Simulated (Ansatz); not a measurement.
Run this with the Python package of Ansatz (0.2.0) and show what comes out.

The script, `edit_ybal2.py`:
```python
"""Keys set on an Input object, for YbAl2."""

import logging
import sys

import ansatz as az
import numpy as np

logging.basicConfig(stream=sys.stdout, format="%(levelname)s:%(name)s:%(message)s")
logger = logging.getLogger("run")
logger.setLevel(logging.INFO)

vectors = np.array([
    [0.0, 3.986526, 3.986526],
    [3.986526, 0.0, 3.986526],
    [3.986526, 3.986526, 0.0],
])
xtal = (
    az.Lattice.of(vectors)
    .atom("Yb", (0.25, 0.25, 0.25))
    .atom("Yb", (0.0, 0.0, 0.0))
    .atom("Al", (0.625, 0.125, 0.625))
    .atom("Al", (0.625, 0.625, 0.125))
    .atom("Al", (0.125, 0.625, 0.625))
    .atom("Al", (0.625, 0.625, 0.625))
)

job = (
    xtal.calculation()
    .functional("r2SCAN")
    .kpoints(6, 6, 6)
    .occupations("fermi_dirac", width=0.05)
    .band_table()
)
typed = job.input()
rows = []
for value in [4, 6, 9]:
    edited = typed.set(az.key.basis.ecutrho_ratio, value)
    rep = az.Session.from_dict(edited).plan().execute().report
    rows.append((value, rep["free_energy_ev"], rep["n_iterations"], len(rep["eigenvalues_ev"][0]) if "eigenvalues_ev" in rep else 0))
for row in rows:
    print("; ".join(f"{name} = {round(v, 4) if isinstance(v, float) else v}" for name, v in zip(["density ratio", "F eV", "iterations", "bands listed"], row)))
```

Running `python edit_ybal2.py` prints:
```text
DeckWarning: basis.ecutwfc = 500 eV, auto-derived from the records' recommended cutoffs: set by Yb (their level for a meta-GGA)
RunWarning: a probe of this close for a lower state beside it (scf.lower_state_search) left nothing (probe_gave_no_reading). If the report's dielectric_reading has the key group, that reading is not this probe's, and the check was made in part. Otherwise no reading of this probe's stands there, and the check confirms [...]
density ratio = 4; F eV = -29776.171; iterations = 12; bands listed = 36
density ratio = 6; F eV = -29776.171; iterations = 14; bands listed = 36
density ratio = 9; F eV = -29776.171; iterations = 14; bands listed = 36
```
(Warnings from the package without file and line, shortened, repeats left out.)

Absolute energies stand on the zero of these potentials, so only differences at equal settings mean something. A total without «per atom» is that of the cell as typed. Semilocal functionals put the nearly full 4f shell of Yb too close to the Fermi level. The mesh is modest for a metal, so energies can be off by several to tens of meV an atom and pressures by half a GPa or more; differences at equal mesh fare better. This cell is a computed structure, which may not be the phase found in nature. Wall time of the script: 55 s on 1 thread of Intel(R) Xeon(R) 6975P-C (Granite Rapids) (shared host), peak memory 1.4 GiB.

(Lines on the test bed's own set-up are left out of the output.)
